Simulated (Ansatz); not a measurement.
# BGaH6Si: the cost of one run

Computed with Ansatz 0.2.0, Gaussian basis. Level: the settings change from run to run.

**1. The molecule**

The structure was relaxed beforehand with PBE0-D4 in a triple-zeta def2 set.

SMILES `[BH2][GaH][SiH3]`, 9 atoms, charge 0, spin multiplicity 1.

Atoms are counted from 1 here; the program's logs count them from 0.

Bond lengths: B1–Ga2 2.058 Å, B1–H4 1.199 Å, B1–H5 1.199 Å, Ga2–Si3 2.424 Å, Ga2–H6 1.576 Å, Si3–H7 1.491 Å, Si3–H8 1.489 Å, Si3–H9 1.491 Å. Angles: Ga2–B1–H4 121.9°, Ga2–B1–H5 122.0°, H4–B1–H5 116.0°, B1–Ga2–Si3 122.2°, B1–Ga2–H6 123.2°, Si3–Ga2–H6 114.5°, Ga2–Si3–H7 110.1°, Ga2–Si3–H8 113.8°, Ga2–Si3–H9 110.2°, H7–Si3–H8 107.6°, H7–Si3–H9 107.5°, H8–Si3–H9 107.6°.

Geometry (Å):

```xyz
9
BGaH6Si
B    -1.48598    0.68812   -1.46708
Ga    0.33615    0.68973   -0.51003
Si    0.85748   -0.85901    1.28088
H    -1.69766    0.00208   -2.42677
H    -2.41277    1.33495   -1.06820
H     1.50250    1.68586   -0.87394
H     2.03714   -1.69240    0.90926
H    -0.25903   -1.78532    1.61745
H     1.21077   -0.11020    2.52121
```

**2. wB97M-V/cc-pVTZ**

in.yaml reads:

```yaml
crystal:
  periodic: [false, false, false]
  atoms:
    - {symbol: B, position_ang: [-1.485983, 0.688115, -1.467082]}
    - {symbol: Ga, position_ang: [0.336149, 0.689735, -0.510026]}
    - {symbol: Si, position_ang: [0.857484, -0.859011, 1.280882]}
    - {symbol: H, position_ang: [-1.697656, 0.002076, -2.426766]}
    - {symbol: H, position_ang: [-2.412773, 1.334946, -1.068201]}
    - {symbol: H, position_ang: [1.502505, 1.685860, -0.873936]}
    - {symbol: H, position_ang: [2.037135, -1.692396, 0.909265]}
    - {symbol: H, position_ang: [-0.259027, -1.785322, 1.617452]}
    - {symbol: H, position_ang: [1.210767, -0.110204, 2.521210]}
basis:
  gaussian: {orbitals: cc-pVTZ}
hamiltonian: {xc: {name: wB97M-V}}
```

Launch:

```console
$ ansatz run in.yaml --threads 2 --pin off --events-out ev --progress --plain --max-ram 4352MiB
```

**Question.** How long does this run take on 2 threads of Arm Neoverse V1, shared host, and how much memory does it need?

About 14 s, with a peak of 0.45 GiB.
